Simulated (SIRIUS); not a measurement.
Here is a SIRIUS 7.10.0 calculation.

sirius.json

```json
{
  "control": {
    "processing_unit": "cpu",
    "verbosity": 2,
    "num_bands_to_print": 28,
    "print_forces": true,
    "print_stress": true
  },
  "parameters": {
    "electronic_structure_method": "pseudopotential",
    "xc_functionals": ["XC_GGA_X_HTBS", "XC_GGA_C_PBE"],
    "gk_cutoff": 9.2,
    "pw_cutoff": 18.4,
    "ngridk": [3, 3, 4],
    "shiftk": [0, 0, 0],
    "smearing": "fermi_dirac",
    "smearing_width": 0.0018374661,
    "num_bands": 28,
    "num_mag_dims": 0,
    "num_dft_iter": 100,
    "energy_tol": 1e-08,
    "density_tol": 1e-06
  },
  "iterative_solver": {
    "type": "davidson",
    "min_tolerance": 1e-09,
    "tolerance_scale": [0.1, 0.25]
  },
  "mixer": {
    "type": "anderson",
    "beta": 0.7,
    "max_history": 8
  },
  "settings": {
    "tol_ne": 1e-10,
    "pseudo_grid_cutoff": 6.5
  },
  "unit_cell": {
    "lattice_vectors": [
      [4.8528355853, -5.808885826271, 0.0],
      [4.8528355853, 5.808885826271, 0.0],
      [0.0, 0.0, 5.883643391761]
    ],
    "atom_coordinate_units": "lattice",
    "atom_types": ["Ge", "N"],
    "atom_files": {
      "Ge": "Ge.json",
      "N": "N.json"
    },
    "atoms": {
      "Ge": [
        [0.0, 0.5, 0.5],
        [0.5, 0.0, 0.5]
      ],
      "N": [
        [0.63861, 0.63861, 0.0],
        [0.36139, 0.36139, 0.0]
      ]
    }
  }
}
```

Potentials or basis: PseudoDojo 0.4.1 PBE standard (scalar relativistic).

Run with:

```bash
$ upf_to_json Ge.upf
$ upf_to_json N.upf
$ OMP_NUM_THREADS=1 sirius.scf --input=sirius.json --output=out.json --task=0
```

Problem. Predict the band gap on the k mesh.

Solution. None (metal or under the smearing width).

Problem. Estimate the largest force.

Solution. 0.255 eV/Å.

Problem. Predict the pressure.

Solution. -3.6 GPa.

Stress tensor (GPa, compression positive):
```
-1.75  0.00  0.00
 0.00 -4.29  0.00
 0.00  0.00 -4.88
```

Caveat: the k mesh is coarse (spacing up to 0.53 Å⁻¹), so the values aren't converged; the potentials were made for another functional, which shifts forces and pressure.
